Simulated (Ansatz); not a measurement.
# FH3O2Zn: the cost of one run

Program: Ansatz 0.2.0. Level of theory: RKS B3LYP-D4/def2-SVP. These are calculated values, not measurements.

### Step 1. The system as given

Bond lengths: Zn1–O2 2.194 Å, Zn1–O3 1.722 Å, Zn1–F5 2.126 Å, O2–H6 0.957 Å, O3–H7 0.959 Å. Angles: Zn1–O2–H6 119.0°, O2–Zn1–O3 153.6°, O2–Zn1–F5 66.8°, O3–Zn1–F5 119.9°, Zn1–O3–H7 111.9°.

Coordinates:

```xyz
7

Zn   -0.4545   -0.0583   -0.5501
O     0.0831   -1.1441    1.2791
O    -0.4329    0.2027   -2.2521
H     0.7020   -0.0325    1.2585
F     0.8762    1.0237    0.7062
H    -0.5109   -1.1125    2.0292
H    -0.2631    1.1210   -2.4707
```

### Step 2. A restrained relaxation towards end A

Springs on the bonds that form and break draw the guess towards this end; the thresholds are loose.

Input file input.yaml:

```yaml
crystal:
  periodic: [false, false, false]
  atoms:
    - { symbol: Zn, position_ang: [-0.4545, -0.0583, -0.5501] }
    - { symbol: O, position_ang: [0.0831, -1.1441, 1.2791] }
    - { symbol: O, position_ang: [-0.4329, 0.2027, -2.2521] }
    - { symbol: H, position_ang: [0.702, -0.0325, 1.2585] }
    - { symbol: F, position_ang: [0.8762, 1.0237, 0.7062] }
    - { symbol: H, position_ang: [-0.5109, -1.1125, 2.0292] }
    - { symbol: H, position_ang: [-0.2631, 1.121, -2.4707] }
basis:
  gaussian: { orbitals: def2-SVP }
hamiltonian:
  xc: b3lyp
  dispersion: d4
relax:
  f_tol: 0.15
  max_steps: 25
  restrain:
    - { distance: [0, 4], at: 3.09, k: 30.0 }
    - { distance: [3, 1], at: 2.27, k: 30.0 }
    - { distance: [0, 1], at: 1.88, k: 30.0 }
    - { distance: [3, 4], at: 0.88, k: 30.0 }
output:
  orbitals: {}
```

The run is started by

```bash
$ ansatz run input.yaml --threads 2 --pin off --max-ram 3072MiB --backend cpu --events-out ev --progress --plain --runs-dir out
```

Q: Estimate wall time and peak memory on 2 threads of Intel Xeon 6975P-C (Granite Rapids), shared host.

About 10 s, with a peak of 0.2 GiB.
